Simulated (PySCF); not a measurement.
# A diatomic session: GeAs

Aim: find the lowest electronic state of GeAs, scan its bond at several levels of theory, and get bond length, wavenumber and dissociation energy from each curve.

Program: PySCF 2.14.0. Level of theory: Ge cc-pVDZ-PP with ECP10, As cc-pVDZ-PP with ECP10, scalar-relativistic core potentials. These are calculated values, not measurements.

## 1. Set-up

A driver script around PySCF takes these settings:

| Property | Result |
| --- | --- |
| atoms | Ge, As |
| charge | 0 |
| basis | Ge cc-pVDZ-PP with ECP10, As cc-pVDZ-PP with ECP10 |
| Hamiltonian | scalar-relativistic core potentials |
| basis functions | 46 |
| electrons treated | 45 |
| masses in u | 73.9212, 74.9216 |
| levels | PBE0, PBE, r²SCAN, revPBE, BP86, PBEsol, CAM-B3LYP, HF, MP2, SCS-MP2, CCSD, CCSD(T) |
| grid | 80 radial by 434 angular points |
| occupations | held fixed by the projection of orbital angular momentum |
| dissociation limit | Ge + As, each in its ground configuration |
| starting distance in angstrom | 2.335 |
| values of 2S to try | 1, 3, 5 |

Command:

```console
$ OMP_NUM_THREADS=1 python dia.py task.json out
```

After this run come: PBE0 along the bond; Other states along the same grid; PBE (GGA); r²SCAN (meta-GGA); revPBE (GGA); BP86 (GGA); PBEsol; CAM-B3LYP (range-separated hybrid); UHF; Correlated methods on the Hartree–Fock reference.

Before running it: what results should come out? Wanted: for each run, Re; ωe; De; μ.

**Answer**, as computed:

Lowest PBE0 solution found, without spin–orbit coupling: ²Π (doublet), unpaired electrons π ↑. State 2 has its PBE0 minimum 0.28 eV higher. State 3 has its PBE0 minimum 1.34 eV higher. State 4 has its PBE0 minimum 2.60 eV higher. The other levels ran on the lowest alone.

```csv
level,Re (Å),ωe (cm⁻¹),De (eV),μ (D)
UHF-CCSD,2.269,344,2.13,n/a
PBE,2.287,332,3.24,-0.84
PBEsol,2.270,340,3.50,-0.81
revPBE,2.295,329,2.99,-0.88
BP86,2.289,330,3.32,-0.85
r²SCAN,2.255,350,3.02,-0.87
PBE0,2.252,356,2.89,-0.99
CAM-B3LYP,2.237,367,2.85,-1.02
```

De is counted to Ge + As in their ground configurations. A positive dipole means Ge(−)As(+). No constants: UHF (the points don't follow one smooth fit); UHF-MP2 (the points don't follow one smooth fit); UHF-SCS-MP2 (the points don't follow one smooth fit); UHF-CCSD(T) (the points don't follow one smooth fit).

**Reading.** The methods spread over 0.059 Å in bond length, from CAM-B3LYP to revPBE. Of the levels with a De here, UHF-CCSD gives the least (2.13 eV) and PBEsol the most (3.50 eV).

Correlated steps freeze 8 core orbitals.
